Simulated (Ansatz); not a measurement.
# C2H7BSi: the cost of one run

All numbers are computed with Ansatz 0.2.0, driven from Python. Level of theory: PBE/def2-TZVP.

## Step 1: The system

Bond lengths: B1–C2 1.519 Å, C2–C3 1.340 Å, C3–Si4 1.857 Å, B1–H5 1.198 Å, B1–H6 1.208 Å, C2–H7 1.092 Å, C3–H8 1.081 Å, Si4–H9 1.431 Å, Si4–H10 1.427 Å, Si4–H11 1.553 Å. Angles (14 of 15 angles, heavy atoms first): B1–C2–C3 120.5°, C2–C3–Si4 119.6°, B1–C2–H7 118.2°, C3–C2–H7 121.3°, C2–B1–H5 121.9°, C2–B1–H6 123.7°, C2–C3–H8 121.0°, Si4–C3–H8 118.6°, C3–Si4–H9 109.7°, C3–Si4–H10 113.5°, C3–Si4–H11 106.0°, H5–B1–H6 114.0°, H9–Si4–H10 112.8°, H9–Si4–H11 106.2°.

No structure file is read: the coordinates are typed or built in the script.

## Step 2: Script

The input, energy_c2h7bsi.py:

```python
"""Electronic structure of the C2H7BSi molecule."""

from pathlib import Path
import logging
import sys

import ansatz as az

logging.basicConfig(stream=sys.stdout, format="[%(levelname)s] %(message)s")
log = logging.getLogger("c2h7bsi")
log.setLevel(logging.INFO)


def main() -> None:
    mol = (
        az.Crystal.molecule()
        .atom("B", (-0.1946, 2.219, -0.274))
        .atom("C", (-0.0875, 0.8232, 0.3146))
        .atom("C", (-0.0271, -0.2488, -0.4863))
        .atom("Si", (0.2673, -1.9282, 0.2483))
        .atom("H", (-0.3177, 3.1893, 0.4172))
        .atom("H", (-0.2879, 2.4427, -1.457))
        .atom("H", (-0.0206, 0.7247, 1.3998))
        .atom("H", (0.0088, -0.1401, -1.5611))
        .atom("H", (0.271, -2.9137, -0.7889))
        .atom("H", (1.4273, -1.9918, 1.0764))
        .atom("H", (-0.9737, -2.2334, 1.1315))
    )

    model = mol.calculation()
    model = model.basis(gaussian="def2-TZVP")
    model = model.functional("pbe").orbitals()
    print(model.to_yaml())
    res = model.run(threads=1, pin="off", runs_dir="runs")
    summary = res.report

    log.info("reference energy %16.6f eV" % summary["reference_energy_ev"])
    log.info("total energy     %16.6f eV" % summary["free_energy_ev"])
    print("occupied orbitals outside the frozen core (up, down):", summary["n_occupied"], " frozen:", summary["n_frozen"], " virtual:", summary["n_virtual"])

    state = summary["mean_field"]["state"]
    log.info(f"mean field: {state['energy']['hartree']:.7f} Ha, <S^2> = {abs(state['spin_squared']):.4f}, stability: {state.get('stability', {}).get('kind')}")

    lines = Path(summary["orbitals_path"]).read_text().splitlines()
    field_of = lambda key: [line.split("=")[1].strip() for line in lines if line.startswith(key)]
    orbitals = [(27.211386 * float(e), s, float(n)) for e, s, n in zip(field_of("Ene="), field_of("Spin="), field_of("Occup="))]
    homo = max(e for e, _, n in orbitals if n > 0.5)
    lumo = min(e for e, _, n in orbitals if n < 0.5)
    log.info(f"HOMO {homo:.3f} eV, LUMO {lumo:.3f} eV, gap {lumo - homo:.3f} eV")


if __name__ == "__main__":
    main()
```

## Step 3: The run

Started as:

```console
$ python energy_c2h7bsi.py
```

**Question.** How long does this script take on 1 thread of Arm Neoverse V2, shared host, and how much memory does it need?

About 4 s, with a peak of 0.24 GiB.
